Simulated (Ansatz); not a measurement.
# WC: the cost of one run

Computed with Ansatz 0.2.0, driven from Python. Level of theory: DFT PBEsol, plane waves, PAW.

## 1. The structure

The structure is cubic, space group Fm-3m (No. 225). The conventional cell has a = 4.385 Å, b = 4.385 Å, c = 4.385 Å, α = 90.00°, β = 90.00°, γ = 90.00°. W (site symmetry m-3m) is surrounded by 6 C at 2.19 Å. C (site symmetry m-3m) is surrounded by 6 W at 2.19 Å.

No structure file is read: the coordinates are typed or built in the script.

## 2. The code

File wc_md.py:

```python
# -*- coding: utf-8 -*-
import warnings

import ansatz as az
import matplotlib.pyplot as plt
import numpy as np

warnings.simplefilter("ignore", az.DeckWarning)

wc = (
    az.Lattice.fcc(4.385368)
    .space_group(225)
    .atom("W", [0.0, 0.0, 0.0])
    .atom("C", [0.5, 0.0, 0.0])
    .primitive()
)

base = wc.supercell(2, 2, 1).calculation()
base = base.functional("pbesol")
base = base.occupations("Marzari-Vanderbilt", width=0.1).scf(max_iterations=100)
base = base.kpoints(4, 4, 4, center="gamma")
base = base.mixing("broyden", beta=0.7).md("nvt_langevin", timestep=1.0, steps=25, temperature=300, friction=0.01, initial_velocities="maxwell_boltzmann", seed=687)
steps = []


def collect(event):
    if event["event"] == "md_step":
        steps.append(event["data"])


res = base.session().plan().execute(on_event=collect)
report = res.report

for s in steps[::1]:
    print("%3d %7.1f fs  total %.4f eV  T %6.1f K" % (s["step"], s["time_fs"], s["lagrangian_ev"] + s["e_kin_ev"], s["temperature_k"]))

temperature = np.array([s["temperature_k"] for s in steps])
print(f"mean temperature of the second half {temperature[len(steps) // 2 :].mean():.1f} K")

track = np.array([s["positions_ang"] for s in steps])
names = np.array([site.symbol for site in res.lattice.sites])
for name in sorted(set(names)):
    msd = ((track[:, names == name] - track[0, names == name]) ** 2).sum(axis=2).mean(axis=1)
    print(f"mean square displacement of {name} (A^2):", np.round(msd[:: max(len(msd) // 6, 1)], 4))

time = [s["time_fs"] for s in steps]
fig, ax = plt.subplots(figsize=(5, 3))
ax.plot(time, [s["lagrangian_ev"] - steps[0]["lagrangian_ev"] for s in steps], label="potential")
ax.plot(time, [s["e_kin_ev"] for s in steps], label="kinetic")
ax.set(xlabel="time (fs)", ylabel="energy (eV)")
ax.legend()
fig.tight_layout()
fig.savefig("md.png", dpi=100)
```

## 3. The input behind the calls

The package turns the script's settings into the engine's input:

```yaml
crystal:
  lattice:
    bravais: fcc
    a: 4.385368
  space_group: 225
  atoms:
    - { symbol: W, position: [0.0, 0.0, 0.0] }
    - { symbol: C, position: [0.5, 0.0, 0.0] }
  reduce_to_primitive: true
  supercell: [2, 2, 1]
kpoints:
  mp_grid:
    grid: [4, 4, 4]
    shift: [0.0, 0.0, 0.0]
hamiltonian:
  xc: pbesol
scf:
  max_iter: 100
  mixing:
    algorithm: broyden
    beta: 0.7
  occupations:
    method: cold
    width: 0.1
md:
  timestep: 1.0
  n_steps: 25
  ensemble: nvt_langevin
  temperature: 300.0
  friction: 0.01
  initial_velocities: maxwell_boltzmann
  seed: 687
```

## 4. Launch

Run with:

```sh
python wc_md.py
```

What time and memory should one allow on 1 thread of Arm Neoverse V1, shared host?

About 3.8 min, with a peak of 0.57 GiB.
